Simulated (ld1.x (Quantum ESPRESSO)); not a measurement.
**A TM potential for Hf, from input to tests**

Do these settings give a usable potential? It is generated, then checked for transferability, scattering, ghosts and hardness.

The numbers are computed with ld1.x (Quantum ESPRESSO) 7.5 (PBE, scalar-relativistic, spin-unpolarised reference atom).

## Step 1: Starting point

Typed settings, in words:

| Quantity | Value |
| --- | --- |
| element | hafnium (Hf, Z = 72) |
| type | norm-conserving Troullier–Martins (Kleinman–Bylander form) |
| frozen core | [Xe] |
| valence charge | 18 |
| reference configuration | 4f14 5d2 6s2 6p0 |
| partial waves | 6s (bound): rc 3.15 bohr; 6p (bound, empty): rc 4.20 bohr; 4f (bound): rc 1.10 bohr; 5d (bound): rc 2.30 bohr |
| local potential | the d channel |
| core correction | Bessel-smoothed model core inside 1.10 bohr |

## Step 2: The generation run

Hf.in

```
 &input
   title='Hf', zed=72., rel=1, dft='PBE', iswitch=3,
   config='[Xe] 4f14 5d2 6s2 6p0',
   nld=4, rlderiv=4.55, eminld=-3.0, emaxld=5.0, deld=0.02
 /
 &inputp
   pseudotype=2, tm=.true., lloc=2,
   nlcc=.true., new_core_ps=.true., rcore=1.10,
   file_pseudopw='Hf.UPF', file_wfcaegen='ae.wfc', file_wfcncgen='nc.wfc', file_beta='beta', file_chi='chi'
 /
4
6S  1  0   2.00   0.00  3.15  3.15  0.0
6P  2  1   0.00   0.00  4.20  4.20  0.0
4F  4  3  14.00   0.00  1.10  1.10  0.0
5D  3  2   2.00   0.00  2.30  2.30  0.0
 &test
   configts(1)='4f14 5d2 6s2 6p0'
 /
```

Launch:

```
$ ld1.x < Hf.in > Hf.out
```

The output, Hf.out (without the banner and most projector matrices):

```text
     Program LD1 v.7.5
     --------------------------- All-electron run ----------------------------

     Hf
     scalar relativistic calculation

     atomic number is 72.00
     dft =PBE   lsd =0 sic =0 latt =0  beta=0.20 tr2=1.0E-14
     Exchange-correlation= PBE
                           (   1   4   3   4   0   0   0)
     mesh =1271 r(mesh) =  99.31870 a.u. xmin = -7.00 dx = 0.01250
     1 Ry =  13.60569312 eV, c = 137.03599908

     n l     nl                  e(Ry)          e(Ha)          e(eV)
     1 0     1S 1( 2.00)     -4798.6110     -2399.3055    -65288.4286
     2 0     2S 1( 2.00)      -820.6457      -410.3228    -11165.4529
     2 1     2P 1( 6.00)      -720.5158      -360.2579     -9803.1172
     3 0     3S 1( 2.00)      -186.9869       -93.4935     -2544.0869
     3 1     3P 1( 6.00)      -157.0786       -78.5393     -2137.1631
     4 0     4S 1( 2.00)       -37.6716       -18.8358      -512.5485
     4 1     4P 1( 6.00)       -27.8617       -13.9309      -379.0778
     3 2     3D 1(10.00)      -121.7032       -60.8516     -1655.8558
     5 0     5S 1( 2.00)        -4.9256        -2.4628       -67.0155
     5 1     5P 1( 6.00)        -2.6146        -1.3073       -35.5735
     4 2     4D 1(10.00)       -15.1900        -7.5950      -206.6705
     4 3     4F 1(14.00)        -1.2373        -0.6187       -16.8347
     5 2     5D 1( 2.00)        -0.1976        -0.0988        -2.6887
     6 0     6S 1( 2.00)        -0.3754        -0.1877        -5.1082
     6 1     6P 1( 0.00)        -0.1026        -0.0513        -1.3962

     final scf error:  9.5E-15 reached in  28 iterations

     Etot =  -30156.442974 Ry,  -15078.221487 Ha, -410299.308785 eV

     Ekin =   33046.727666 Ry,   16523.363833 Ha,  449623.635342 eV
     Encl =  -74400.522534 Ry,  -37200.261267 Ha,-1012270.677782 eV
     Eh   =   11812.508265 Ry,    5906.254132 Ha,  160717.362466 eV
     Exc  =    -615.156371 Ry,    -307.578186 Ha,   -8369.628810 eV

     normalization and overlap integrals

     s(1S/1S) =  1.000000  <r> =   0.0190  <r2> =    0.0005  r(max) =   0.0120
     s(2S/2S) =  1.000000  <r> =   0.0804  <r2> =    0.0076  r(max) =   0.0679
     s(2P/2P) =  1.000000  <r> =   0.0717  <r2> =    0.0063  r(max) =   0.0556
     s(3S/3S) =  1.000000  <r> =   0.2086  <r2> =    0.0498  r(max) =   0.1917
     s(3P/3P) =  1.000000  <r> =   0.2085  <r2> =    0.0504  r(max) =   0.1893
     s(4S/4S) =  1.000000  <r> =   0.4682  <r2> =    0.2475  r(max) =   0.4375
     s(4P/4P) =  1.000000  <r> =   0.4976  <r2> =    0.2818  r(max) =   0.4599
     s(3D/3D) =  1.000000  <r> =   0.1890  <r2> =    0.0419  r(max) =   0.1550
     s(5S/5S) =  1.000000  <r> =   1.1348  <r2> =    1.4495  r(max) =   1.0109
     s(5P/5P) =  1.000000  <r> =   1.3423  <r2> =    2.0507  r(max) =   1.1599
     s(4D/4D) =  1.000000  <r> =   0.5352  <r2> =    0.3323  r(max) =   0.4716
     s(4F/4F) =  1.000000  <r> =   0.6773  <r2> =    0.5953  r(max) =   0.4542
     s(5D/5D) =  1.000000  <r> =   2.5139  <r2> =    7.9530  r(max) =   1.6876
     s(6S/6S) =  1.000000  <r> =   3.4500  <r2> =   13.5887  r(max) =   2.8888
     s(6P/6P) =  1.000000  <r> =   5.1293  <r2> =   30.7367  r(max) =   4.0484

     ------------------------ End of All-electron run ------------------------

     --------------------- Generating NC pseudopotential ---------------------

      Generating local pot.: lloc=2, matching radius rcloc =   2.3000

      Computing core charge for nlcc:

       r > 1.10 : true rho core
      Core charge pseudized with two Bessel functions
      Integrated core pseudo-charge :  13.00

      Wfc   6S  rcut= 3.153  Using Troullier-Martins method

      Wfc   6P  rcut= 4.151  Using Troullier-Martins method

      Wfc   4F  rcut= 1.103  Using Troullier-Martins method

     ------------------- End of pseudopotential generation -------------------

     [... the all-electron block is printed once more ...]


     Computing logarithmic derivative in   4.55900
     Computing logarithmic derivative in   4.55900
     Computing the partial wave expansion
     R is outside the sphere for l=    0 j= 0.00
     R is outside the sphere for l=    1 j= 0.00
       no projector for channel:   2
     R is outside the sphere for l=    3 j= 0.00

     ---------------------- Testing the pseudopotential ----------------------

     Hf
     scalar relativistic calculation

     atomic number is 72.00   valence charge is 18.00
     dft =PBE   lsd =0 sic =0 latt =0  beta=0.20 tr2=1.0E-14
     mesh =1271 r(mesh) =  99.31870 xmin = -7.00 dx = 0.01250

     n l     nl             e AE (Ry)        e PS (Ry)    De AE-PS (Ry)
     4 3     4F   1(14.00)       -1.23733       -1.23733        0.00000
     3 2     5D   1( 2.00)       -0.19761       -0.19761       -0.00000
     1 0     6S   1( 2.00)       -0.37544       -0.37544        0.00000
     2 1     6P   1( 0.00)       -0.10262       -0.10262        0.00000

     eps = 1.9E-15  iter =  9

     Etot =  -30156.442974 Ry,  -15078.221487 Ha, -410299.308785 eV
     Etotps =  -335.426483 Ry,    -167.713241 Ha,   -4563.709787 eV

     Ekin =     631.466569 Ry,     315.733284 Ha,    8591.540351 eV
     Encl =    -685.834207 Ry,    -342.917104 Ha,   -9331.249759 eV
     Ehrt =     303.768040 Ry,     151.884020 Ha,    4132.974738 eV
     Ecxc =     -66.948435 Ry,     -33.474218 Ha,    -910.879866 eV
     (Ecc =     -20.116131 Ry,     -10.058065 Ha,    -273.693898 eV)
     Epseu=    -517.878449 Ry,    -258.939224 Ha,   -7046.095251 eV

     ---------------------- End of pseudopotential test ----------------------
```

It took 2.5 s on 1 thread of Neoverse-V1, shared host. This counts the later configuration tests of the new file too.

Partial waves on a coarse radial grid (AE all-electron, PS pseudo):

| r (bohr) | 6p AE | 6p PS | 5d AE | 5d PS |
| --- | --- | --- | --- | --- |
| 0.210 | -0.0339 | 0.0022 | 0.0248 | 0.0081 |
| 0.420 | 0.1067 | 0.0088 | -0.2693 | 0.0587 |
| 0.630 | -0.0356 | 0.0198 | -0.0531 | 0.1687 |
| 0.840 | -0.1616 | 0.0355 | 0.2404 | 0.3191 |
| 1.050 | -0.1928 | 0.0559 | 0.4543 | 0.4683 |
| 1.260 | -0.1541 | 0.0812 | 0.5799 | 0.5796 |
| 1.470 | -0.0791 | 0.1114 | 0.6396 | 0.6398 |
| 1.680 | 0.0087 | 0.1464 | 0.6562 | 0.6570 |
| 1.890 | 0.0962 | 0.1857 | 0.6469 | 0.6471 |
| 2.100 | 0.1767 | 0.2283 | 0.6227 | 0.6228 |
| 2.310 | 0.2475 | 0.2728 | 0.5910 | 0.5910 |
| 2.520 | 0.3077 | 0.3172 | 0.5559 | 0.5559 |
| 2.730 | 0.3576 | 0.3591 | 0.5197 | 0.5197 |
| 2.940 | 0.3977 | 0.3963 | 0.4837 | 0.4837 |
| 3.150 | 0.4287 | 0.4272 | 0.4485 | 0.4485 |
| 3.360 | 0.4515 | 0.4507 | 0.4146 | 0.4146 |
| 3.570 | 0.4670 | 0.4668 | 0.3821 | 0.3821 |
| 3.780 | 0.4761 | 0.4761 | 0.3514 | 0.3514 |
| 3.990 | 0.4798 | 0.4798 | 0.3223 | 0.3223 |
| 4.200 | 0.4789 | 0.4789 | 0.2952 | 0.2952 |
| 4.410 | 0.4742 | 0.4742 | 0.2699 | 0.2699 |
| 4.620 | 0.4665 | 0.4665 | 0.2465 | 0.2465 |
| 4.830 | 0.4564 | 0.4564 | 0.2249 | 0.2249 |
| 5.040 | 0.4446 | 0.4446 | 0.2050 | 0.2050 |
| 5.250 | 0.4313 | 0.4313 | 0.1868 | 0.1868 |
| 5.460 | 0.4172 | 0.4172 | 0.1702 | 0.1702 |

## Step 3: Configuration tests

Hf.test.in

```
 &input
   title='Hf', zed=72., rel=1, dft='PBE', iswitch=2,
   config='[Xe] 4f14 5d2 6s2 6p0'
 /
 &test
   file_pseudo='Hf.UPF', nconf=8,
   configts(1)='4f14 5d2 6s2 6p0',
   configts(2)='4f14 5d2 6s1 6p0',
   configts(3)='4f14 5d2 6s0 6p0',
   configts(4)='4f14 5d1 6s0 6p0',
   configts(5)='4f14 5d2 6s0 6p1',
   configts(6)='4f14 5d3 6s0 6p0',
   configts(7)='4f14 5d2 6s0 6p2',
   configts(8)='4f14 5d1 6s2 6p1'
 /
```

Launch:

```
$ ld1.x < Hf.test.in > Hf.test.out
```

Hf.test.out, the pseudopotential blocks, each with the warnings that came before it:

```text
     ---------------------- Testing the pseudopotential ----------------------

     Hf
     scalar relativistic calculation

     atomic number is 72.00   valence charge is 18.00
     dft =PBE   lsd =0 sic =0 latt =0  beta=0.20 tr2=1.0E-14
     mesh =1271 r(mesh) =  99.31870 xmin = -7.00 dx = 0.01250

     n l     nl             e AE (Ry)        e PS (Ry)    De AE-PS (Ry)
     4 3     4F   1(14.00)       -1.23733       -1.23733        0.00000
     3 2     5D   1( 2.00)       -0.19761       -0.19761       -0.00000
     1 0     6S   1( 2.00)       -0.37544       -0.37544        0.00000
     2 1     6P   1( 0.00)       -0.10262       -0.10262        0.00000

     eps = 2.9E-15  iter = 12

     Etot =  -30156.442974 Ry,  -15078.221487 Ha, -410299.308785 eV
     Etotps =  -335.426484 Ry,    -167.713242 Ha,   -4563.709807 eV

     Ekin =     631.466568 Ry,     315.733284 Ha,    8591.540343 eV
     Encl =    -685.834209 Ry,    -342.917105 Ha,   -9331.249782 eV
     Ehrt =     303.768042 Ry,     151.884021 Ha,    4132.974758 eV
     Ecxc =     -66.948435 Ry,     -33.474218 Ha,    -910.879868 eV
     (Ecc =     -20.116131 Ry,     -10.058065 Ha,    -273.693898 eV)
     Epseu=    -517.878449 Ry,    -258.939225 Ha,   -7046.095258 eV

     ---------------------- End of pseudopotential test ----------------------

     Warning: n=2, l=1 expected 0 nodes, found 1
     Warning: n=4, l=3 expected 0 nodes, found 1
     ---------------------- Testing the pseudopotential ----------------------

     Hf
     [...]
     n l     nl             e AE (Ry)        e PS (Ry)    De AE-PS (Ry)
     4 3     4F   1(14.00)       -1.74661       -1.73788       -0.00874  !
     3 2     5D   1( 2.00)       -0.67663       -0.67614       -0.00049
     1 0     6S   1( 1.00)       -0.80664       -0.80761        0.00097
     2 1     6P   1( 0.00)       -0.46737       -0.46737        0.00000

     eps = 7.6E-16  iter =  9

     Etot =  -30155.856735 Ry,  -15077.928367 Ha, -410291.332597 eV
     Etotps =  -334.839617 Ry,    -167.419809 Ha,   -4555.725079 eV
     dEtot_ae =       0.586239 Ry
     dEtot_ps =       0.586867 Ry,   Delta E=      -0.000628 Ry

     [...]
     ---------------------- End of pseudopotential test ----------------------

     ---------------------- Testing the pseudopotential ----------------------

     Hf
     [...]
     n l     nl             e AE (Ry)        e PS (Ry)    De AE-PS (Ry)
     4 3     4F   1(14.00)       -2.34532       -2.32999       -0.01534  !
     3 2     5D   1( 2.00)       -1.22774       -1.22919        0.00145
     1 0     6S   1( 0.00)       -1.28626       -1.29017        0.00391
     2 1     6P   1( 0.00)       -0.88327       -0.88327        0.00000

     eps = 2.9E-15  iter =  9

     Etot =  -30154.814546 Ry,  -15077.407273 Ha, -410277.152887 eV
     Etotps =  -333.794888 Ry,    -166.897444 Ha,   -4541.510811 eV
     dEtot_ae =       1.628428 Ry
     dEtot_ps =       1.631596 Ry,   Delta E=      -0.003168 Ry

     [...]
     ---------------------- End of pseudopotential test ----------------------

     Warning: n=1, l=0 expected 0 nodes, found 1
     ---------------------- Testing the pseudopotential ----------------------

     Hf
     [...]
     n l     nl             e AE (Ry)        e PS (Ry)    De AE-PS (Ry)
     4 3     4F   1(14.00)       -3.24495       -3.27630        0.03135  !
     3 2     5D   1( 1.00)       -1.99375       -2.01573        0.02199  !
     1 0     6S   1( 0.00)       -1.90796       -1.90796        0.00000
     2 1     6P   1( 0.00)       -1.41859       -1.41859        0.00000

     eps = 1.4E-15  iter =  9

     Etot =  -30153.212710 Ry,  -15076.606355 Ha, -410255.358809 eV
     Etotps =  -332.182493 Ry,    -166.091247 Ha,   -4519.573067 eV
     dEtot_ae =       3.230264 Ry
     dEtot_ps =       3.243991 Ry,   Delta E=      -0.013727 Ry

     [...]
     ---------------------- End of pseudopotential test ----------------------

     BEWARE! Errors in PS-KS equations
     Warning: n=3, l=2 expected 0 nodes, found 1
     ---------------------- Testing the pseudopotential ----------------------

     Hf
     [...]
     n l     nl             e AE (Ry)        e PS (Ry)    De AE-PS (Ry)
     4 3     4F   1(14.00)       -1.85268       -2.32999        0.47730  !
     3 2     5D   1( 2.00)       -0.76073       -1.22919        0.46846  !
     1 0     6S   1( 0.00)       -0.86782       -1.12816        0.26034  !
     2 1     6P   1( 1.00)       -0.51939       -0.51939        0.00000

     eps = 8.7E-15  iter = 20

     Etot =  -30155.512868 Ry,  -15077.756434 Ha, -410286.654050 eV
     Etotps =  -334.314276 Ry,    -167.157138 Ha,   -4548.577450 eV
     dEtot_ae =       0.930106 Ry
     dEtot_ps =       1.112208 Ry,   Delta E=      -0.182102 Ry

     [...]
     ---------------------- End of pseudopotential test ----------------------

     ---------------------- Testing the pseudopotential ----------------------

     Hf
     [...]
     n l     nl             e AE (Ry)        e PS (Ry)    De AE-PS (Ry)
     4 3     4F   1(14.00)       -1.59775       -1.56273       -0.03502  !
     3 2     5D   1( 3.00)       -0.58497       -0.58169       -0.00328
     1 0     6S   1( 0.00)       -0.75012       -0.75329        0.00317
     2 1     6P   1( 0.00)       -0.43199       -0.43199        0.00000

     eps = 5.5E-15  iter = 12

     Etot =  -30155.708766 Ry,  -15077.854383 Ha, -410289.319378 eV
     Etotps =  -334.687095 Ry,    -167.343548 Ha,   -4553.649910 eV
     dEtot_ae =       0.734208 Ry
     dEtot_ps =       0.739389 Ry,   Delta E=      -0.005181 Ry

     [...]
     ---------------------- End of pseudopotential test ----------------------

     BEWARE! Errors in PS-KS equations
     ---------------------- Testing the pseudopotential ----------------------

     Hf
     [...]
     n l     nl             e AE (Ry)        e PS (Ry)    De AE-PS (Ry)
     4 3     4F   1(14.00)       -1.44554       -2.32999        0.88444  !
     3 2     5D   1( 2.00)       -0.36405       -1.22919        0.86514  !
     1 0     6S   1( 0.00)       -0.49686       -0.49686        0.00000
     2 1     6P   1( 2.00)       -0.19323       -0.19323        0.00000

     eps = 6.7E-15  iter = 34

     Etot =  -30155.865133 Ry,  -15077.932567 Ha, -410291.446864 eV
     Etotps =  -334.181347 Ry,    -167.090674 Ha,   -4546.768858 eV
     dEtot_ae =       0.577841 Ry
     dEtot_ps =       1.245137 Ry,   Delta E=      -0.667296 Ry

     [...]
     ---------------------- End of pseudopotential test ----------------------

     BEWARE! Errors in PS-KS equations
     ---------------------- Testing the pseudopotential ----------------------

     Hf
     [...]
     n l     nl             e AE (Ry)        e PS (Ry)    De AE-PS (Ry)
     4 3     4F   1(14.00)       -1.48948       -1.95332        0.46384  !
     3 2     5D   1( 1.00)       -0.36520       -0.79339        0.42819  !
     1 0     6S   1( 2.00)       -0.48190       -0.87163        0.38973  !
     2 1     6P   1( 1.00)       -0.16809       -0.16809        0.00000

     eps = 7.9E-15  iter = 29

     Etot =  -30156.298773 Ry,  -15078.149386 Ha, -410297.346824 eV
     Etotps =  -335.113727 Ry,    -167.556863 Ha,   -4559.454529 eV
     dEtot_ae =       0.144201 Ry
     dEtot_ps =       0.312757 Ry,   Delta E=      -0.168556 Ry

     [...]
     ---------------------- End of pseudopotential test ----------------------
```

3 tests gave no usable energy difference (4f14 5d2 6s0 6p1; 4f14 5d2 6s0 6p2; 4f14 5d1 6s2 6p1).

The tests as a table, with energies relative to 4f14 5d2 6s2 6p0. A star marks tests that logged a warning.

| valence configuration | charge | ΔE all-electron (eV) | error AE − PS (meV) |
| --- | --- | --- | --- |
| 4f14 5d2 6s1 6p0 * | +1 | 7.976 | -8.5 |
| 4f14 5d2 6s0 6p0 | +2 | 22.156 | -43 |
| 4f14 5d1 6s0 6p0 * | +3 | 43.950 | -187 |
| 4f14 5d3 6s0 6p0 | +1 | 9.989 | -70 |

## Step 4: Logarithmic derivatives

Taken from the files of the generation run. The phase is arctan(r·u′/u) with u = r·R, unwrapped, with energies in Ry. A pole is an energy at which the radial function vanishes at the test radius. The pseudo phase is shifted by a multiple of π to meet the all-electron one at the reference energy. Levels narrower than the energy grid can be missing from the poles. The last column is the largest difference on the grid between −1 and +1 Ry.

| channel | radius (bohr) | reference (Ry) | poles AE | poles PS | window around the reference with phases within 0.05 rad (Ry) | largest difference near zero (rad) |
| --- | --- | --- | --- | --- | --- | --- |
| s | 4.56 | -0.38 | -0.12, 2.36 | -2.67, -0.12, 2.18, 4.87 | -2.7 to 0.8 | 0.089 |
| p | 4.56 | -0.10 | -2.61, 0.48, 3.18 | -0.35, 0.49, 3.07 | -0.3 to 1.4 | 3.139 |
| d | 4.56 | -0.20 | -0.12, 1.62, 4.65 | -0.12, 1.62, 4.61 | below 2.9 | 0.002 |
| f | 4.56 | -1.24 | -1.23, 1.40, 3.61 | -1.23, 1.43, 3.77 | below 2.1 | 0.019 |

Phases (rad) along the scan:

| E (Ry) | p AE | p PS | s AE | s PS |
| --- | --- | --- | --- | --- |
| -3.00 | 1.438 | 1.439 | 1.436 | 4.577 |
| -2.52 | -1.715 | 1.425 | 1.421 | 1.421 |
| -2.04 | -1.735 | 1.406 | 1.400 | 1.400 |
| -1.56 | -1.763 | 1.378 | 1.366 | 1.366 |
| -1.08 | -1.815 | 1.326 | 1.292 | 1.292 |
| -0.60 | -1.950 | 1.185 | 0.846 | 0.846 |
| -0.12 | -3.348 | -3.348 | -1.569 | -1.569 |
| 0.36 | -4.656 | -4.650 | -1.805 | -1.809 |
| 0.84 | -4.838 | -4.829 | -2.454 | -2.543 |
| 1.32 | -5.100 | -5.068 | -4.368 | -4.415 |
| 1.80 | -7.100 | -7.030 | -4.615 | -4.639 |
| 2.28 | -7.687 | -7.691 | -4.702 | -4.729 |
| 2.76 | -7.801 | -7.810 | -4.763 | -4.815 |
| 3.24 | -7.861 | -7.875 | -4.836 | -5.056 |
| 3.72 | -7.912 | -7.941 | -5.010 | -7.462 |
| 4.20 | -7.983 | -8.075 | -6.760 | -7.758 |
| 4.68 | -8.180 | -9.610 | -7.645 | -7.833 |

## Step 5: Plane-wave convergence, by spherical Bessel functions

A separate test, outside the generator: the pseudo-atom's Hamiltonian at the reference potential is diagonalised in spherical Bessel functions j_l(qr) that vanish at 20 bohr, with q² up to the cutoff.

All-electron valence levels (Ry): 6s -0.3754, 6p -0.1026, 4f -1.2373, 5d -0.1976. The lowest levels of each channel (Ry) by cutoff; the last column sums, over occupied levels, occupation times the distance from the level at 400 Ry. A positive value at high cutoff is not a bound level.

| cutoff (Ry) | s #1 | s #2 | p #1 | p #2 | f #1 | d #1 | Σ f·Δε (mRy) |
| --- | --- | --- | --- | --- | --- | --- | --- |
| 8 | -1.7633 | -0.3729 | -0.1026 | 0.0453 | 0.1026 | -0.0687 | 19011.7 |
| 18 | -2.6599 | -0.3754 | -0.3094 | -0.1026 | 0.1026 | -0.1877 | 18768.7 |
| 35 | -2.6717 | -0.3754 | -0.3557 | -0.1026 | 0.1026 | -0.1976 | 18748.7 |
| 55 | -2.6723 | -0.3754 | -0.3559 | -0.1026 | 0.1026 | -0.1976 | 18748.7 |
| 90 | -2.6724 | -0.3754 | -0.3560 | -0.1026 | 0.1026 | -0.1976 | 18748.7 |
| 140 | -2.6724 | -0.3754 | -0.3560 | -0.1026 | 0.1026 | -0.1976 | 18748.5 |
| 230 | -2.6724 | -0.3754 | -0.3560 | -0.1026 | -1.1316 | -0.1976 | 1469.4 |
| 400 | -2.6724 | -0.3754 | -0.3560 | -0.1026 | -1.2366 | -0.1976 | 0.0 |

The sum stays within 10 mRy only somewhere over 300 Ry and within 1 mRy only somewhere over 300 Ry. The sum leaves out empty levels, which can need more. Ghost test: ghost states, bound below the all-electron valence or empty levels of the same l: s at -36.4 eV, p at -4.8 eV.

## Step 6: Outcome

| quantity | value |
| --- | --- |
| cutoffs for 10 and 1 mRy, occupied levels | over 300 Ry and over 300 Ry |
| bound ghosts | s at -36.36 eV, p at -4.84 eV |
| largest test error (AE − PS) | -187 meV, for 4f14 5d1 6s0 6p0 (one of 5 tests with a warning) (3 tests unsolved) |
| largest phase difference near zero energy, channels read | 3.139 rad |

What this shows: A bound ghost (s, p) makes it unfit for use: electrons can fall into a state that the atom doesn't have. The worst unpolarised test, 4f14 5d1 6s0 6p0, is off by 187 meV on 43.9 eV; by total energies transferability rates as poor. Of the tests 3 gave no usable energy difference, which is a warning in itself. It counts as very hard, with over 300 Ry needed at the looser tolerance. The slowest occupied level is 4f: taken alone it needs over 300 Ry to come within 1 mRy, against 30 Ry for 5d. Of the channels read, p scatters worst near zero energy, by up to 3.14 rad. A step near π is an extra or missing state, not a misfit of shape. The pseudo curves have a pole with no partner nearby in the atom's: p at -0.35 Ry. These are tests on the free atom; a crystal test is still owed.
